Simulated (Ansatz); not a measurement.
# FH₃Se₃Sn: up Jacob's ladder to CCSD(T)

The task here is to estimate one member of a computed series from the others.

Computed with Ansatz 0.2.0, Gaussian basis. Level: functionals in def2-TZVPP, the program's frozen cores in correlated methods.

Levels to be run: LDA (SPW92), PBE-D4, revPBE-D4, BLYP-D4, r2SCAN-D4, B97M-V, PBE0-D4, B3LYP-D4, r2SCANh-D4, r2SCAN0-D4, HSE06-D4, BHLYP-D4, CAM-B3LYP-D4, LC-ωPBE, ωB97X-V, ωB97M-V, B2PLYP, PBE-QIDH; CCSD(T)/def2-SVP; MP2/def2-TZVPP; MP2/def2-QZVPP; RPA on PBE.

1 further run of the same task is left out (for a known fault of the program).

## Structure used throughout

The geometry comes from an earlier relaxation with PBE0-D4 in a triple-zeta def2 set; it is a stationary point, not always the lowest conformer. Sn takes the def2 core potential; no spin-orbit term is included.

8 atoms, charge 0, spin multiplicity 1.

Atoms are counted from 1 here; the program's logs count them from 0.

Bond lengths: F1–Sn2 1.923 Å, Sn2–Se3 2.509 Å, Sn2–Se4 2.515 Å, Sn2–Se5 2.506 Å, Se3–H6 1.470 Å, Se4–H7 1.471 Å, Se5–H8 1.470 Å. Angles: F1–Sn2–Se3 108.9°, F1–Sn2–Se4 101.6°, F1–Sn2–Se5 107.1°, Se3–Sn2–Se4 114.4°, Se3–Sn2–Se5 108.4°, Se4–Sn2–Se5 115.8°, Sn2–Se3–H6 89.9°, Sn2–Se4–H7 88.5°, Sn2–Se5–H8 90.2°.

Set-up of the first run:

The input, in.yaml:

```yaml
crystal:
  periodic: [false, false, false]
  atoms:
    - {symbol: F, position_ang: [-1.349298, 0.007798, 1.409740]}
    - {symbol: Sn, position_ang: [0.065122, -0.255236, 0.133386]}
    - {symbol: Se, position_ang: [2.266181, -0.192408, 1.336745]}
    - {symbol: Se, position_ang: [-0.313554, 1.667010, -1.443095]}
    - {symbol: Se, position_ang: [-0.238281, -2.543933, -0.842317]}
    - {symbol: H, position_ang: [2.458854, 1.199041, 0.904811]}
    - {symbol: H, position_ang: [-1.152411, 2.297138, -0.412465]}
    - {symbol: H, position_ang: [-1.644413, -2.236410, -1.142603]}
basis:
  gaussian: {orbitals: def2-TZVPP}
hamiltonian: {xc: lda}
output: {orbitals: {seedname: orbitals}}
```

Run with:

```bash
> ansatz run in.yaml --threads 4 --pin off --events-out ev --progress --plain --max-ram 11315MiB
```

Among the steps run: LDA; PBE-D4 (GGA); revPBE-D4 (GGA); BLYP-D4 (GGA); r2SCAN-D4 (meta-GGA); B97M-V (meta-GGA); B3LYP-D4 (hybrid); r2SCANh-D4 (hybrid); r2SCAN0-D4 (hybrid); HSE06-D4 (hybrid); BHLYP-D4 (hybrid); CAM-B3LYP-D4 (range-separated); LC-ωPBE (range-separated); ωB97X-V (range-separated); ωB97M-V (range-separated); B2PLYP (double hybrid); PBE-QIDH (double hybrid).

One of the session's tables, all rows but one given; the rest of the session is left out.

It belongs to the step «Orbital energies across the functionals». 

```
  functional  HOMO (eV)  LUMO (eV)  gap (eV)
 LDA (SPW92)      -6.48      -3.53      2.95
      PBE-D4      -6.32      -3.23      3.09
   revPBE-D4      -6.26      -3.14      3.13
     BLYP-D4      -6.14      -3.16      2.98
   r2SCAN-D4      -6.62      -3.11      3.51
      B97M-V      -6.67      -2.92      3.75
     PBE0-D4      -7.48      -2.45      5.03
    B3LYP-D4      -7.23      -2.71      4.51
  r2SCANh-D4          ?          ?         ?
  r2SCAN0-D4      -7.68      -2.39      5.29
    HSE06-D4      -7.09      -2.81      4.28
    BHLYP-D4      -8.46      -1.57      6.89
CAM-B3LYP-D4      -8.73      -1.53      7.20
     LC-ωPBE     -10.10      -0.40      9.70
     ωB97X-V      -9.75      -0.48      9.27
     ωB97M-V      -9.60      -0.60      9.00
```

Estimate the missing values for r2SCANh-D4.

Worked estimate for «HOMO (eV)». Against the share of exact exchange, r2SCAN-D4 (0, -6.62), r2SCAN0-D4 (0.25, -7.68) give a slope of -4.24 per unit share; at 0.1 the line stands at -7.04.

The run gave: HOMO (eV): -7.04; LUMO (eV): -2.82; gap (eV): 4.22. In «HOMO (eV)» the line misses by 0.00.
